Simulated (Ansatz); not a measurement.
What does this script print? It uses Ansatz 0.2.0, Python API.

Script `torsion.py`:
```python
# -*- coding: utf-8 -*-
"""Energy of H7PSi2Te as one group turns about a bond."""

import warnings

import ansatz as az
from ase import Atoms

warnings.simplefilter("ignore", az.DeckWarning)

atoms = Atoms(["Si", "Si", "P", "Te", "H", "H", "H", "H", "H", "H", "H"], positions=[
    [-0.8986, 1.1193, 0.4313],
    [0.073, -0.2727, -0.9523],
    [2.1025, -0.6214, -0.2515],
    [-1.0961, -2.4081, -0.9666],
    [-2.3174, 1.3901, -0.0716],
    [-0.9827, 0.6103, 1.7731],
    [-0.1787, 2.4358, 0.442],
    [0.1535, 0.3069, -2.3171],
    [1.7238, -0.839, 1.1769],
    [2.4121, 0.7905, -0.0123],
    [-0.926, -2.5686, 0.7686],
])

# start the scan from a relaxed geometry
first = az.Crystal.molecule_from_ase(atoms).calculation()
first = first.basis(gaussian="def2-SVP").functional("R2SCAN0")
first = first.relax(force_tolerance=0.02, max_steps=80)
atoms.positions = first.run(threads=1, backend="cpu").report["positions_ang"]

start = atoms.get_dihedral(0, 1, 2, 8)
energies = {}
for turn in range(0, 360, 40):
    turned = atoms.copy()
    turned.set_dihedral(0, 1, 2, 8, start + turn, indices=[2, 8, 9])
    calculation = (
        az.Crystal.molecule_from_ase(turned).calculation()
        .basis(gaussian="def2-SVP")
        .functional("R2SCAN0")
    )
    energies[round((start + turn) % 360)] = calculation.run(threads=1, backend="cpu").report["free_energy_ev"]
floor = min(energies.values())
print("dihedral Si0-Si1-P2-H8 (deg)   E - E(min) (kJ/mol)")
for angle, e in sorted(energies.items()):
    print(f"{angle:8d} {96.485332 * (e - floor):14.3f}  " + "#" * int(30 * (e - floor) / max(max(energies.values()) - floor, 1e-9)))
```

`python torsion.py` gives:
```text
dihedral Si0-Si1-P2-H8 (deg)   E - E(min) (kJ/mol)
      12          5.566  ################
      52          0.000
      92          5.160  ###############
     132          5.431  ################
     172          2.847  ########
     212         10.152  ##############################
     252          7.831  #######################
     292          2.911  ########
     332          8.263  ########################
```

Reading the output:
- The scan is rigid and the energies are electronic, in a modest basis. With rigid groups the curve can differ much from the relaxed path, the start wasn't checked as a minimum of this torsion, and equivalent turns needn't return to the same energy.
- def2 sets replace the cores of elements past krypton by effective core potentials.
- Finished in 3.1 min on 1 thread of Arm Neoverse V2, on a shared host, peak memory 0.4 GiB.
